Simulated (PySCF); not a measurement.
# C4H3BrO3: the cost of one run

Computed with PySCF 2.14.0 and routines of our own; the level stands in each step. Atoms count from 0.

### Step 1. The starting structure

11 atoms, charge 0, multiplicity 1; geometry from: GFN2-xTB.

### Step 2. Magnetic properties: GIAO HF/pcSseg-1

Job settings and geometry (Å):

```
{"job": {"kind": "mag", "xc": "HF", "basis": "pcSseg-1", "isotopologues": 2}, "charge": 0, "multiplicity": 1}
O      3.014120    -0.433884     0.711084
C      2.528332    -0.182318    -0.336990
O      1.218410     0.003264    -0.630083
C      0.211538    -0.082910     0.317673
O      0.381842    -0.325221     1.473003
C     -1.079635     0.172192    -0.339492
C     -2.201219     0.142263     0.376660
Br    -3.888331     0.449223    -0.352407
H      3.080238    -0.051993    -1.284401
H     -1.061292     0.376918    -1.398442
H     -2.198578    -0.064863     1.437432
```

With the program's defaults for keys left out, this is: GIAO HF/pcSseg-1 magnetisability, rotational g tensor and spin-rotation constants, non-relativistic, gas phase.

The run is started by

```
> OMP_NUM_THREADS=1 python excited_run.py task.json out
```

One launch serves the whole session: the jobs run in the order shown.

**Question.** How long does this first job take on 1 thread of Intel Xeon Platinum 8488C, shared host, and how much memory does it need?

About 17 s, with a peak of 0.82 GiB.
